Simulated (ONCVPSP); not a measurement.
**Pseudopotential generation for Ce: ONCV, PBE**

Aim: build the potential from the settings below, then test how well it stands in for the atom: other configurations, scattering, ghost states and the plane-wave cutoff that it needs.

Program: ONCVPSP 4.0.1. Reference atom: PBE, scalar-relativistic, spherical and spin-unpolarised. All values are calculated.

**1. Settings**

The settings as typed:

```
element                 : cerium (Ce, Z = 58)
type                    : optimised norm-conserving Vanderbilt (ONCV)
frozen core             : [Kr] 4d10
valence charge          : 12
reference configuration : 4f1 5s2 5p6 5d1 6s1.5 6p0.5
partial waves           : 5s+6s: rc 2.75 bohr, ncon 4, nbas 8, qcut 5.8 1/bohr, 2 projectors; 5p+6p: rc 3.15 bohr, ncon 4, nbas 7, qcut 5.4 1/bohr, 2 projectors; 5d: rc 2.50 bohr, ncon 4, nbas 9, qcut 4.4 1/bohr, 2 projectors, debl 1.8 Ha; 4f: rc 1.70 bohr, ncon 3, nbas 8, qcut 8.8 1/bohr, local
local potential         : the f channel
core correction         : Teter function, fcfact 5.75, rcfact 1.3
```

An earlier all-electron run gives the scale for the radii.

All-electron outer shells of the reference configuration (PBE, scalar-relativistic, ld1.x):

```json
{"shell": "4p", "level (eV)": "-211.64", "outermost node (bohr)": "0.33", "outermost maximum (bohr)": "0.62"}
{"shell": "4d", "level (eV)": "-111.06", "outermost node (bohr)": "0.31", "outermost maximum (bohr)": "0.66"}
{"shell": "5s", "level (eV)": "-41.17", "outermost node (bohr)": "0.75", "outermost maximum (bohr)": "1.37"}
{"shell": "5p", "level (eV)": "-23.80", "outermost node (bohr)": "0.81", "outermost maximum (bohr)": "1.55"}
{"shell": "4f", "level (eV)": "-5.96", "outermost node (bohr)": "–", "outermost maximum (bohr)": "0.71"}
{"shell": "6s", "level (eV)": "-4.07", "outermost node (bohr)": "1.81", "outermost maximum (bohr)": "3.72"}
{"shell": "5d", "level (eV)": "-3.52", "outermost node (bohr)": "0.92", "outermost maximum (bohr)": "2.15"}
{"shell": "6p", "level (eV)": "-1.62", "outermost node (bohr)": "2.15", "outermost maximum (bohr)": "4.84"}
```

**2. The generation run**

Ce.dat reads:

```
# ATOM AND REFERENCE CONFIGURATION
# atsym  z   nc   nv     iexc    psfile
  Ce 58.00    9    6        4      upf
#
#   n    l    f
    1    0    2.00
    2    0    2.00
    2    1    6.00
    3    0    2.00
    3    1    6.00
    3    2   10.00
    4    0    2.00
    4    1    6.00
    4    2   10.00
    4    3    1.00
    5    0    2.00
    5    1    6.00
    5    2    1.00
    6    0    1.50
    6    1    0.50
#
# PSEUDOPOTENTIAL AND OPTIMIZATION
# lmax
    3
#
#   l,   rc,      ep,       ncon, nbas, qcut
    0    2.75    0.00    4    8    5.80
    1    3.15    0.00    4    7    5.40
    2    2.50    0.00    4    9    4.40
    3    1.70    0.00    3    8    8.80
#
# LOCAL POTENTIAL
# lloc, lpopt,  rc(5),   dvloc0
    3    5    1.70    0.00
#
# VANDERBILT-KLEINMAN-BYLANDER PROJECTORs
# l, nproj, debl
    0    2    2.10
    1    2    0.60
    2    2    1.80
    3    0    1.20
#
# MODEL CORE CHARGE
# icmod, fcfact, rcfact
    3    5.75    1.30
#
# LOG DERIVATIVE ANALYSIS
# epsh1, epsh2, depsh
   -3.00    5.00    0.02
#
# OUTPUT GRID
# rlmax, drl
    6.00    0.01
#
# TEST CONFIGURATIONS
# ncnf
    4
# nvcnf
#   n    l    f
    6
    4    3    1.00
    5    0    2.00
    5    1    6.00
    5    2    1.00
    6    0    2.00
    6    1    0.00
#
    6
    4    3    1.00
    5    0    2.00
    5    1    6.00
    5    2    1.00
    6    0    1.00
    6    1    0.00
#
    6
    4    3    1.00
    5    0    2.00
    5    1    6.00
    5    2    1.00
    6    0    0.00
    6    1    0.00
#
    6
    4    3    1.00
    5    0    2.00
    5    1    6.00
    5    2    0.00
    6    0    2.00
    6    1    0.00
#
```

Run with:

```console
$ oncvpsp.x < Ce.dat > Ce.out
```

Before running it: what results should come out? Wanted: cutoffs for 1 and 0.1 mHa per electron, occupied waves; bound ghosts; GHOST(+) flags; largest test error; largest phase difference near zero energy, channels read; rms error of d²Exc/dn², without and with the model core.

**Answer**, as computed:

| quantity | value |
| --- | --- |
| cutoffs for 1 and 0.1 mHa per electron, occupied waves | 35 Ha and 43 Ha |
| bound ghosts | s at -194.35 eV, p at -219.52 eV |
| GHOST(+) flags | p at 43 eV, d at 121 eV |
| largest test error (AE − PS) | -4.5 meV, for 4f1 5s2 5p6 5d1 6s0 6p0 |
| largest phase difference near zero energy, channels read | 0.076 rad |
| rms error of d²Exc/dn², without and with the model core | 9.30 and 3.55 mHa |

In words: A bound ghost (s, p) makes it unfit for use: electrons can fall into a state that the atom doesn't have. Close by lies the frozen 4p level (-211.6 eV). By total energies transferability is very good: the largest error is 4.5 meV on 15.9 eV, for 4f1 5s2 5p6 5d1 6s0 6p0. Atomic tests can pass in spite of a ghost, since they solve only for the levels asked. By its cutoff, 35 Ha for the looser tolerance, it is hard. At the looser tolerance the 4f wave is the slowest; 5s needs 9 Ha. Of the channels read, f scatters worst near zero energy, by up to 0.08 rad. The program also flags highly localised states, GHOST(+) (p, d). These are tests on the free atom; a crystal test is still owed.
